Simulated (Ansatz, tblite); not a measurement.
**[Cu(H2O)2]+ (CuH4O2+): one state, many levels**

One table from this session's results is given with a row withheld; the runs are named, their logs left out.

Computed with Ansatz 0.2.0, Gaussian basis. Level: as each input shows.

Levels to be run: GFN1-xTB, GFN2-xTB, PBE-D4/def2-TZVP, r2SCAN-D4/def2-TZVP, CAM-B3LYP-D4/def2-TZVP, ωB97M-V/def2-TZVP, LC-ωPBE/def2-TZVP, LDA/def2-TZVP, revPBE-D4/def2-TZVP, HSE06-D4/def2-TZVP, HF/def2-TZVP, PBE-D4/def2-SVP, PBE0-D4/def2-SVP, CCSD(T)/def2-TZVPP, MP2/def2-TZVP, RPA/def2-TZVP.

### The relaxed structure

The singlet was relaxed beforehand with PBE0-D4/def2-TZVP.

7 atoms, charge 1, spin multiplicity 1.

Bond lengths: Cu1–O2 1.906 Å, Cu1–O5 1.906 Å, O2–H3 0.963 Å, O2–H4 0.963 Å, O5–H6 0.963 Å, O5–H7 0.963 Å. Angles: O2–Cu1–O5 179.8°, Cu1–O2–H3 124.0°, Cu1–O2–H4 124.0°, H3–O2–H4 108.3°, Cu1–O5–H6 124.0°, Cu1–O5–H7 124.0°, H6–O5–H7 108.3°.

Formally the metal is d10. No spin-orbit coupling is included. The ion is computed in the gas phase, without counter-ions or solvent.

PBE0-D4/def2-TZVP was run before; its log isn't repeated, and its numbers join the tables.

Set-up of the first run:

Tight binding, by tblite at 300 K electronic temperature and without a spin-polarisation term:

```python
tblite.interface.Calculator('GFN1-xTB', numbers, positions, charge=1, uhf=0).singlepoint()
```

Tight binding, by tblite at 300 K electronic temperature and without a spin-polarisation term:

```python
tblite.interface.Calculator('GFN2-xTB', numbers, positions, charge=1, uhf=0).singlepoint()
```

start.molden holds the orbitals of an earlier run on this state, given as this run's starting guess.

The input, in.yaml:

```yaml
crystal:
  periodic: [false, false, false]
  atoms:
    - {symbol: Cu, position_ang: [-0.002425, 0.001084, 0.000018]}
    - {symbol: O, position_ang: [0.062321, 0.119712, 1.901573]}
    - {symbol: H, position_ang: [-0.533734, 0.663489, 2.427340]}
    - {symbol: H, position_ang: [0.850528, -0.057904, 2.425597]}
    - {symbol: O, position_ang: [-0.071922, -0.115365, -1.901502]}
    - {symbol: H, position_ang: [-0.880215, -0.023836, -2.416992]}
    - {symbol: H, position_ang: [0.575437, -0.587179, -2.436045]}
basis:
  gaussian: {orbitals: def2-TZVP, initial_orbitals: start.molden}
total_charge: 1
hamiltonian: {xc: pbe, dispersion: d4}
scf: {omitted_lower_state_checks: [starts]}
output: {orbitals: {seedname: orbitals}}
```

Run with:

```bash
> ansatz run in.yaml --threads 4 --pin off --events-out ev --progress --plain --max-ram 3916MiB
```

Steps of the session up to this table: PBE-D4/def2-TZVP; r2SCAN-D4/def2-TZVP; CAM-B3LYP-D4/def2-TZVP; ωB97M-V/def2-TZVP; LC-ωPBE/def2-TZVP; LDA/def2-TZVP; revPBE-D4/def2-TZVP; HSE06-D4/def2-TZVP; HF/def2-TZVP; PBE-D4/def2-SVP; PBE0-D4/def2-SVP; CCSD(T)/def2-TZVPP; MP2/def2-TZVP; RPA/def2-TZVP.

One of the session's tables, all rows but one given; the rest of the session is left out.

| level | HOMO (eV) | LUMO (eV) | gap (eV) |
| --- | --- | --- | --- |
| HF/def2-TZVP | -17.13 | -2.88 | 14.24 |
| LDA/def2-TZVP | -11.02 | -7.03 | 3.99 |
| PBE-D4/def2-SVP | -10.20 | -6.43 | 3.76 |
| PBE-D4/def2-TZVP | ? | ? | ? |
| revPBE-D4/def2-TZVP | -10.61 | -6.76 | 3.85 |
| r2SCAN-D4/def2-TZVP | -10.75 | -6.39 | 4.36 |
| PBE0-D4/def2-SVP | -11.96 | -5.41 | 6.55 |
| PBE0-D4/def2-TZVP | -12.37 | -5.75 | 6.61 |
| HSE06-D4/def2-TZVP | -11.94 | -6.12 | 5.82 |
| CAM-B3LYP-D4/def2-TZVP | -14.00 | -4.89 | 9.12 |
| LC-ωPBE/def2-TZVP | -15.21 | -3.49 | 11.72 |
| ωB97M-V/def2-TZVP | -14.99 | -4.09 | 10.90 |

Estimate the missing values for PBE-D4/def2-TZVP.

**Answer.** HOMO (eV): -10.72; LUMO (eV): -6.85; gap (eV): 3.87. In the column «HOMO (eV)» it lies between r2SCAN-D4/def2-TZVP (-10.75) and revPBE-D4/def2-TZVP (-10.61).
